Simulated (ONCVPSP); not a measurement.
# An ONCV potential for F, from input to tests

Aim: build the potential from the settings below, then test how well it stands in for the atom: other configurations, scattering, ghost states and the plane-wave cutoff that it needs.

The numbers are computed with ONCVPSP 4.0.1.1 (patched build) (LDA (Perdew-Wang 92), scalar-relativistic, spin-unpolarised reference atom).

### 1 Settings

Typed settings, in words:

```json
{
  "element": "fluorine (F, Z = 9)",
  "type": "optimised norm-conserving Vanderbilt (ONCV)",
  "frozen core": "[He]",
  "valence charge": "7",
  "reference configuration": "2s2 2p5",
  "partial waves": "2s: rc 0.85 bohr, ncon 4, nbas 7, qcut 6.4 1/bohr, 2 projectors, debl 3.4 Ha; 2p: rc 1.70 bohr, ncon 3, nbas 8, qcut 8.9 1/bohr, 2 projectors, debl 2.6 Ha; d scattering state at 0.03 Ha: rc 1.45 bohr, ncon 3, nbas 6, qcut 5.8 1/bohr, 2 projectors, debl 1.9 Ha",
  "local potential": "polynomial inside 0.55 bohr (lpopt 5, dvloc0 6 Ha)",
  "core correction": "not asked for"
}
```

The outer shells as boxes (Hund's rule for the drawing; the calculation is spin-unpolarised):

```
[He] core
2s [↑↓]
2p [↑↓][↑↓][↑ ]
```

The nodes and maxima of the atom's own shells, from an earlier all-electron run, set the scale for the radii.

All-electron outer shells of the reference configuration (LDA (PZ), scalar-relativistic, ld1.x):

```json
{"shell": "1s", "level (eV)": "-658.96", "outermost node (bohr)": "–", "outermost maximum (bohr)": "0.12"}
{"shell": "2s", "level (eV)": "-29.65", "outermost node (bohr)": "0.24", "outermost maximum (bohr)": "0.77"}
{"shell": "2p", "level (eV)": "-11.29", "outermost node (bohr)": "–", "outermost maximum (bohr)": "0.71"}
```

### 2 Generation

File F.dat:

```
# ATOM AND REFERENCE CONFIGURATION
# atsym  z   nc   nv     iexc    psfile
  F 9.00    1    2  -001012      upf
#
#   n    l    f
    1    0    2.00
    2    0    2.00
    2    1    5.00
#
# PSEUDOPOTENTIAL AND OPTIMIZATION
# lmax
    2
#
#   l,   rc,      ep,       ncon, nbas, qcut
    0    0.85    0.00    4    7    6.40
    1    1.70    0.00    3    8    8.90
    2    1.45    0.03    3    6    5.80
#
# LOCAL POTENTIAL
# lloc, lpopt,  rc(5),   dvloc0
    4    5    0.55    6.00
#
# VANDERBILT-KLEINMAN-BYLANDER PROJECTORs
# l, nproj, debl
    0    2    3.40
    1    2    2.60
    2    2    1.90
#
# MODEL CORE CHARGE
# icmod, fcfact, rcfact
    0    0.00    0.00
#
# LOG DERIVATIVE ANALYSIS
# epsh1, epsh2, depsh
   -3.00    5.00    0.02
#
# OUTPUT GRID
# rlmax, drl
    6.00    0.01
#
# TEST CONFIGURATIONS
# ncnf
    4
# nvcnf
#   n    l    f
    2
    2    0    2.00
    2    1    4.00
#
    2
    2    0    2.00
    2    1    3.00
#
    2
    2    0    2.00
    2    1    2.00
#
    2
    2    0    2.00
    2    1    1.00
#
```

Command:

```bash
$ oncvpsp.x < F.dat > F.out
```

Before running it: what results should come out? Wanted: cutoffs for 1 and 0.1 mHa per electron, occupied waves; bound ghosts; GHOST(+) flags; largest test error; largest phase difference near zero energy, channels read.

As calculated:

```
                                                quantity                   value
  cutoffs for 1 and 0.1 mHa per electron, occupied waves       143 Ha and 174 Ha
                                            bound ghosts              none found
                                          GHOST(+) flags      none at low energy
                            largest test error (AE − PS)  +5497 meV, for 2s2 2p1
largest phase difference near zero energy, channels read               0.000 rad
```

**Reading.** By total energies transferability is poor: the largest error is 5497 meV on 204.7 eV, for 2s2 2p1. That test lies far up in energy; among those under 40 eV, nearer to bonding, the largest error is 86 meV. By its cutoff, 143 Ha for the looser tolerance, it is very hard. At the looser tolerance the 2s wave is the slowest; 2p needs 26 Ha. The program's ghost test flags no bound state. Near zero energy the phases of the channels with partial waves agree within 0.001 rad.
